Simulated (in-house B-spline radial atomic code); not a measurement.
# Si⁺: a fraction of an electron moved 2p → 3p

Aim: the energy of Si⁺ as a fraction of an electron is moved 2p → 3p, to see how far it bends away from a straight line.

Program: in-house B-spline radial atomic code version 1. Level of theory: scalar-relativistic (spin-free one-electron X2C) revTPSS, spin-polarised, spherical fractional occupations, Fermi nucleus, basis-set limit. These are calculated values, not measurements, unless marked.

## (1) The system

```
element       : silicon (Z = 14)
charge        : +1
electrons     : 13
configuration : [Ne] 3s2 3p1
Hamiltonian   : scalar-relativistic (X2C)
nucleus       : Fermi, rms radius 3.122 fm
```

The outer shells:

[Ne] 3s2 3p1
```
[Ne] core
3s [↑↓]
3p [↑ ][  ][  ]
```

Where spins are not typed, each open shell is filled with up spins first.

## (2) The start, at fraction 0

Settings, as recorded:

```ini
Z = 14
electrons = 13.0
configuration = [Ne] 3s2 3p1
hamiltonian = x2c
method = revtpss,revtpss
spin_polarised = True
nucleus = fermi
rms_radius = 3.1224
mass_number = 28
atomic_mass = 27.97692653442
speed_of_light = 137.035999084
```

The program writes no log. Results of the run, from its result record (rounded, main fields):

```text
{
  "status": "converged",
  "scf [iteration, energy, orbital gradient]": [
    [1, -289.579553039, 0.0208],
    [2, -289.581334774, 0.00103],
    [3, -289.58134833, 0.000577],
    [4, -289.581349839, 0.000328],
    [5, -289.581350282, 4.37e-05],
    [6, -289.581350293, 1.35e-05],
    [7, -289.581350296, 8.29e-07],
    [8, -289.581350296, 8.91e-08]
  ],
  "energy [hartree]": {"total": -289.581350296, "kinetic": 290.386332663, "nuclear": -687.03263017, "coulomb": 127.558640295, "xc": -20.4936930834},
  "orbitals [hartree, bohr; first row names the columns]": [
    ["name", "occ", "eps", "<r>", "<r^2>", "<1/r>", "r_max"],
    ["1s up", 1.0, -66.268196, 0.11094, 0.016586, 13.709, 0.072426],
    ["1s down", 1.0, -66.264852, 0.11094, 0.016584, 13.71, 0.072426],
    ["2s up", 1.0, -5.540724, 0.56594, 0.38266, 2.5906, 0.45273],
    ["2s down", 1.0, -5.5372101, 0.56589, 0.38247, 2.5901, 0.45284],
    ["2p up", 3.0, -3.8748112, 0.53744, 0.36441, 2.4589, 0.38758],
    ["2p down", 3.0, -3.8694443, 0.53721, 0.36383, 2.4589, 0.38776],
    ["3s up", 1.0, -0.72658819, 2.062, 4.8816, 0.65126, 1.7532],
    ["3s down", 1.0, -0.67863323, 2.0752, 4.9638, 0.65039, 1.7505],
    ["3p up", 1.0, -0.445553, 2.431, 6.8942, 0.5457, 2.0091]
  ],
  "sum_r [bohr^k]": {"-1": 49.20043, "1": 11.14591, "2": 19.72267}
}
```

Run time: 0.3 s. Hardware: 1 thread, shared host.

Meta-GGA runs start from a PBE run whose iterations are not counted.

## (3) 0.125 electron moved 2p → 3p

Settings: those of step 2 with these lines changed.

```diff
@@ -2,3 +2,3 @@
 electrons = 13.0
-configuration = [Ne] 3s2 3p1
+configuration = [He] 2s2 2p5.875 3s2 3p1.125
 hamiltonian = x2c
```

Results of the run:

```text
{
  "status": "converged",
  "iterations": 8,
  "energy [hartree]": {"total": -289.149007946, "kinetic": 289.956873774, "nuclear": -685.20870485, "coulomb": 126.495446264, "xc": -20.3926231345},
  "orbitals [hartree, bohr; first row names the columns]": [
    ["name", "occ", "eps", "<r>"],
    ["1s up", 1.0, -66.405524, 0.11094],
    ["1s down", 1.0, -66.394834, 0.11093],
    ["2s up", 1.0, -5.6354094, 0.56389],
    ["2s down", 1.0, -5.6167936, 0.56419],
    ["2p up", 3.0, -3.9744549, 0.53415],
    ["2p down", 2.875, -3.9526381, 0.53449],
    ["3s up", 1.0, -0.74499921, 2.0369],
    ["3s down", 1.0, -0.69039088, 2.0532],
    ["3p up", 1.125, -0.45910016, 2.3898]
  ],
  "sum_r [bohr^k]": {"-1": 49.07023, "1": 11.26765, "2": 20.02158},
  "energy_minus_base [hartree]": 0.43234235
}
```

It took 0.17 s on 1 thread, shared host.

energy_minus_base is the energy less that of the reference run.

## (4) 0.25 electron moved 2p → 3p

Settings: those of step 3 with these lines changed.

```diff
@@ -2,3 +2,3 @@
 electrons = 13.0
-configuration = [He] 2s2 2p5.875 3s2 3p1.125
+configuration = [He] 2s2 2p5.75 3s2 3p1.25
 hamiltonian = x2c
```

Results of the run:

```text
{
  "status": "converged",
  "iterations": 8,
  "energy [hartree]": {"total": -288.707978167, "kinetic": 289.518759412, "nuclear": -683.376257756, "coulomb": 125.443032029, "xc": -20.2935118509},
  "orbitals [hartree, bohr; first row names the columns]": [
    ["name", "occ", "eps", "<r>"],
    ["1s up", 1.0, -66.543495, 0.11094],
    ["1s down", 1.0, -66.525251, 0.11092],
    ["2s up", 1.0, -5.7298954, 0.56186],
    ["2s down", 1.0, -5.6957846, 0.56251],
    ["2p up", 3.0, -4.0741713, 0.53092],
    ["2p down", 2.75, -4.0353977, 0.53182],
    ["3s up", 1.0, -0.76315472, 2.0126],
    ["3s down", 1.0, -0.70185863, 2.0321],
    ["3p up", 1.25, -0.47251119, 2.3506]
  ],
  "sum_r [bohr^k]": {"-1": 48.93943, "1": 11.38439, "2": 20.29402},
  "energy_minus_base [hartree]": 0.873372129
}
```

Run time: 0.17 s. Hardware: 1 thread, shared host.

## (5) 0.375 electron moved 2p → 3p

Settings: those of step 4 with these lines changed.

```diff
@@ -2,3 +2,3 @@
 electrons = 13.0
-configuration = [He] 2s2 2p5.75 3s2 3p1.25
+configuration = [He] 2s2 2p5.625 3s2 3p1.375
 hamiltonian = x2c
```

Results of the run:

```text
{
  "status": "converged",
  "iterations": 8,
  "energy [hartree]": {"total": -288.258299593, "kinetic": 289.072034436, "nuclear": -681.535164972, "coulomb": 124.401260389, "xc": -20.1964294458},
  "orbitals [hartree, bohr; first row names the columns]": [
    ["name", "occ", "eps", "<r>"],
    ["1s up", 1.0, -66.682117, 0.11094],
    ["1s down", 1.0, -66.656102, 0.11091],
    ["2s up", 1.0, -5.8241959, 0.55985],
    ["2s down", 1.0, -5.7741808, 0.56085],
    ["2p up", 3.0, -4.1739734, 0.52776],
    ["2p down", 2.625, -4.1177159, 0.5292],
    ["3s up", 1.0, -0.78106839, 1.9893],
    ["3s down", 1.0, -0.71304851, 2.0118],
    ["3p up", 1.375, -0.48580104, 2.3131]
  ],
  "sum_r [bohr^k]": {"-1": 48.808, "1": 11.49651, "2": 20.54271},
  "energy_minus_base [hartree]": 1.3230507
}
```

It took 0.18 s on 1 thread, shared host.

## (6) 0.5 electron moved 2p → 3p

Settings: those of step 5 with these lines changed.

```diff
@@ -2,3 +2,3 @@
 electrons = 13.0
-configuration = [He] 2s2 2p5.625 3s2 3p1.375
+configuration = [He] 2s2 2p5.5 3s2 3p1.5
 hamiltonian = x2c
```

Results of the run:

```text
{
  "status": "converged",
  "iterations": 8,
  "energy [hartree]": {"total": -287.800013675, "kinetic": 288.616743732, "nuclear": -679.685315562, "coulomb": 123.370008035, "xc": -20.1014498794},
  "orbitals [hartree, bohr; first row names the columns]": [
    ["name", "occ", "eps", "<r>"],
    ["1s up", 1.0, -66.821397, 0.11094],
    ["1s down", 1.0, -66.787386, 0.11089],
    ["2s up", 1.0, -5.9183238, 0.55786],
    ["2s down", 1.0, -5.8519773, 0.5592],
    ["2p up", 3.0, -4.2738735, 0.52466],
    ["2p down", 2.5, -4.1995826, 0.52664],
    ["3s up", 1.0, -0.79875153, 1.9668],
    ["3s down", 1.0, -0.72397208, 1.9924],
    ["3p up", 1.5, -0.49898252, 2.2772]
  ],
  "sum_r [bohr^k]": {"-1": 48.67596, "1": 11.60433, "2": 20.76999},
  "energy_minus_base [hartree]": 1.78133662
}
```

Run time: 0.17 s. Hardware: 1 thread, shared host.

## (7) 0.625 electron moved 2p → 3p

Settings: those of step 6 with these lines changed.

```diff
@@ -2,3 +2,3 @@
 electrons = 13.0
-configuration = [He] 2s2 2p5.5 3s2 3p1.5
+configuration = [He] 2s2 2p5.375 3s2 3p1.625
 hamiltonian = x2c
```

Results of the run:

```text
{
  "status": "converged",
  "iterations": 8,
  "energy [hartree]": {"total": -287.333164825, "kinetic": 288.152934213, "nuclear": -677.826614215, "coulomb": 122.349166192, "xc": -20.0086510149},
  "orbitals [hartree, bohr; first row names the columns]": [
    ["name", "occ", "eps", "<r>"],
    ["1s up", 1.0, -66.96134, 0.11094],
    ["1s down", 1.0, -66.919103, 0.11088],
    ["2s up", 1.0, -6.012291, 0.55588],
    ["2s down", 1.0, -5.9291668, 0.55756],
    ["2p up", 3.0, -4.3738829, 0.52162],
    ["2p down", 2.375, -4.2809843, 0.52412],
    ["3s up", 1.0, -0.81621385, 1.945],
    ["3s down", 1.0, -0.73464024, 1.9737],
    ["3p up", 1.625, -0.5120667, 2.2428]
  ],
  "sum_r [bohr^k]": {"-1": 48.54328, "1": 11.70815, "2": 20.97792},
  "energy_minus_base [hartree]": 2.24818547
}
```

Wall time 0.17 s (1 thread, shared host).

## (8) 0.75 electron moved 2p → 3p

Settings: those of step 7 with these lines changed.

```diff
@@ -2,3 +2,3 @@
 electrons = 13.0
-configuration = [He] 2s2 2p5.375 3s2 3p1.625
+configuration = [He] 2s2 2p5.25 3s2 3p1.75
 hamiltonian = x2c
```

Results of the run:

```text
{
  "status": "converged",
  "iterations": 8,
  "energy [hartree]": {"total": -286.857800661, "kinetic": 287.680656803, "nuclear": -675.958983736, "coulomb": 121.338641231, "xc": -19.9181149578},
  "orbitals [hartree, bohr; first row names the columns]": [
    ["name", "occ", "eps", "<r>"],
    ["1s up", 1.0, -67.101951, 0.11094],
    ["1s down", 1.0, -67.051249, 0.11087],
    ["2s up", 1.0, -6.1061083, 0.55393],
    ["2s down", 1.0, -6.0057389, 0.55595],
    ["2p up", 3.0, -4.4740118, 0.51863],
    ["2p down", 2.25, -4.3619038, 0.52165],
    ["3s up", 1.0, -0.83346401, 1.924],
    ["3s down", 1.0, -0.74506316, 1.9557],
    ["3p up", 1.75, -0.5250633, 2.2098]
  ],
  "sum_r [bohr^k]": {"-1": 48.40996, "1": 11.80825, "2": 21.16833},
  "energy_minus_base [hartree]": 2.72354964
}
```

Run time: 0.17 s. Hardware: 1 thread, shared host.

## (9) 0.875 electron moved 2p → 3p

Settings: those of step 8 with these lines changed.

```diff
@@ -2,3 +2,3 @@
 electrons = 13.0
-configuration = [He] 2s2 2p5.25 3s2 3p1.75
+configuration = [He] 2s2 2p5.125 3s2 3p1.875
 hamiltonian = x2c
```

Results of the run:

```text
{
  "status": "converged",
  "iterations": 8,
  "energy [hartree]": {"total": -286.373972346, "kinetic": 287.199967838, "nuclear": -674.082366162, "coulomb": 120.338354454, "xc": -19.8299284753},
  "orbitals [hartree, bohr; first row names the columns]": [
    ["name", "occ", "eps", "<r>"],
    ["1s up", 1.0, -67.243233, 0.11094],
    ["1s down", 1.0, -67.183817, 0.11085],
    ["2s up", 1.0, -6.1997854, 0.552],
    ["2s down", 1.0, -6.0816803, 0.55435],
    ["2p up", 3.0, -4.5742689, 0.5157],
    ["2p down", 2.125, -4.4423197, 0.51923],
    ["3s up", 1.0, -0.8505099, 1.9038],
    ["3s down", 1.0, -0.75525021, 1.9384],
    ["3p up", 1.875, -0.53798094, 2.1782]
  ],
  "sum_r [bohr^k]": {"-1": 48.276, "1": 11.90487, "2": 21.34281},
  "energy_minus_base [hartree]": 3.20737795
}
```

Run time: 0.17 s. Hardware: 1 thread, shared host.

## (10) 1 electron moved 2p → 3p

Settings: those of step 9 with these lines changed.

```diff
@@ -2,3 +2,3 @@
 electrons = 13.0
-configuration = [He] 2s2 2p5.125 3s2 3p1.875
+configuration = [He] 2s2 2p5 3s2 3p2
 hamiltonian = x2c
```

Results of the run:

```text
{
  "status": "converged",
  "iterations": 8,
  "energy [hartree]": {"total": -285.881735014, "kinetic": 286.710929668, "nuclear": -672.196722187, "coulomb": 119.34824093, "xc": -19.7441834256},
  "orbitals [hartree, bohr; first row names the columns]": [
    ["name", "occ", "eps", "<r>"],
    ["1s up", 1.0, -67.385187, 0.11094],
    ["1s down", 1.0, -67.316801, 0.11084],
    ["2s up", 1.0, -6.2933306, 0.55008],
    ["2s down", 1.0, -6.1569744, 0.55277],
    ["2p up", 3.0, -4.6746621, 0.51283],
    ["2p down", 2.0, -4.5222062, 0.51686],
    ["3s up", 1.0, -0.86735883, 1.8842],
    ["3s down", 1.0, -0.76520985, 1.9218],
    ["3p up", 2.0, -0.55082738, 2.1477]
  ],
  "sum_r [bohr^k]": {"-1": 48.1414, "1": 11.99822, "2": 21.50278},
  "energy_minus_base [hartree]": 3.69961528
}
```

Run time: 0.17 s. Hardware: 1 thread, shared host.

## (11) Energy against the fraction

| fraction | energy change (eV) | less the straight line (eV) | level 2p down (eV) | level 3p up (eV) | sum of <r²> (bohr²) |
| --- | --- | --- | --- | --- | --- |
| 0 | 0.0000 | 0.0000 | -105.29 | -12.124 | 19.723 |
| 0.125 | 11.7646 | -0.8193 | -107.56 | -12.493 | 20.022 |
| 0.25 | 23.7657 | -1.4022 | -109.81 | -12.858 | 20.294 |
| 0.375 | 36.0020 | -1.7498 | -112.05 | -13.219 | 20.543 |
| 0.5 | 48.4726 | -1.8632 | -114.28 | -13.578 | 20.770 |
| 0.625 | 61.1762 | -1.7435 | -116.49 | -13.934 | 20.978 |
| 0.75 | 74.1116 | -1.3922 | -118.69 | -14.288 | 21.168 |
| 0.875 | 87.2772 | -0.8105 | -120.88 | -14.639 | 21.343 |
| 1 | 100.6717 | 0.0000 | -123.06 | -14.989 | 21.503 |

What this shows: From fraction 0 to 1 the energy changes by 100.672 eV. It sags under the straight line by up to 1.86 eV (at 0.5). Slater's transition state, the slope from the orbital energies at fraction 0.5 (Janak's theorem), gives 100.698 eV for the whole step.
